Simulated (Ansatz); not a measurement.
I need a single point from an input written key by key of BFH₄SeSi, SMILES FB([SiH3])[SeH]. Use Ansatz 0.2.0, Python API. Settings: r2SCAN, def2-SVP basis, multiplicity 1.

```xyz
8

F    -0.4122   -0.4694    2.0954
B    -0.5141   -0.3342    0.6425
Si    0.5593    0.9692   -0.2970
Se   -1.6385   -1.5467   -0.4072
H     0.3671    0.8519   -1.7495
H     0.2372    2.3366    0.1685
H     2.0350    0.7074    0.0168
H    -0.5416   -2.5719   -0.5253
```

`deck_bfh4sesi.py`
```python
# -*- coding: utf-8 -*-
"""Run BFH4SeSi from an input written out key by key."""

import ansatz as az
import numpy as np

DECK = """
crystal:
  periodic: [false, false, false]
  atoms:
    - { symbol: F, position_ang: [-0.4122, -0.4694, 2.0954] }
    - { symbol: B, position_ang: [-0.5141, -0.3342, 0.6425] }
    - { symbol: Si, position_ang: [0.5593, 0.9692, -0.297] }
    - { symbol: Se, position_ang: [-1.6385, -1.5467, -0.4072] }
    - { symbol: H, position_ang: [0.3671, 0.8519, -1.7495] }
    - { symbol: H, position_ang: [0.2372, 2.3366, 0.1685] }
    - { symbol: H, position_ang: [2.035, 0.7074, 0.0168] }
    - { symbol: H, position_ang: [-0.5416, -2.5719, -0.5253] }
basis:
  gaussian: { orbitals: def2-SVP }
hamiltonian:
  xc: r2scan
output:
  forces: true
"""

session = az.Session.from_yaml(DECK)
rep = session.plan(threads=1).execute().report

print("reference energy %16.6f eV" % rep["reference_energy_ev"])
print("total energy     %16.6f eV" % rep["free_energy_ev"])
print("occupied orbitals outside the frozen core (up, down):", rep["n_occupied"], " frozen:", rep["n_frozen"], " virtual:", rep["n_virtual"])
symbols = ["F", "B", "Si", "Se", "H", "H", "H", "H"]
state = rep["mean_field"]["state"]
print(f"mean field: {state['energy']['hartree']:.7f} Ha, <S^2> = {abs(state['spin_squared']):.4f}, stability: {state.get('stability', {}).get('kind')}")

print("forces (eV/A)")
for symbol, f in zip(symbols, rep["forces_ev_ang"]):
    print(f"  {symbol:2s} {f[0]:9.4f} {f[1]:9.4f} {f[2]:9.4f}")
charges = rep["charge_distribution"]
print("dipole moment", round(4.803205 * float(np.linalg.norm(charges["dipole_moment_e_ang"])), 3), "D")
print("Mulliken:", [(s, round(q, 3)) for s, q in zip(symbols, charges["mulliken_charges_e"])])
```

```console
$ python deck_bfh4sesi.py
reference energy    -76670.616917 eV
total energy        -76670.616917 eV
occupied orbitals outside the frozen core (up, down): [33, 33]  frozen: 0  virtual: [65, 65]
mean field: -2817.5932025 Ha, <S^2> = 0.0000, stability: minimum
forces (eV/A)
  F    -0.4019    0.2845   -3.7068
  B     0.1427   -1.1073    4.2188
  Si    1.4501    0.7864   -0.0894
  Se   -0.2297   -1.0179   -0.1784
  H    -0.0423    0.0654   -0.3818
  H    -0.0209    0.3658    0.0348
  H    -0.4739    0.0930   -0.0839
  H    -0.4242    0.5300    0.1867
dipole moment 1.133 D
Mulliken: [('F', -0.19), ('B', 0.193), ('Si', 0.188), ('Se', -0.158), ('H', -0.043), ('H', -0.047), ('H', -0.045), ('H', 0.102)]
```

What to keep in mind:
- Total energies depend on the basis set; only differences at equal settings carry meaning.
- The geometry is a force-field or estimated start, not a minimum of this method, and the basis set is short of its limit.
- Run time: 5.7 s on 1 thread of Arm Neoverse V2, on a shared host, peak memory 0.2 GiB.

(A comment or docstring line of the script was reworded after the run, the code is as it ran; lines on the test bed's own set-up are left out of the output.)
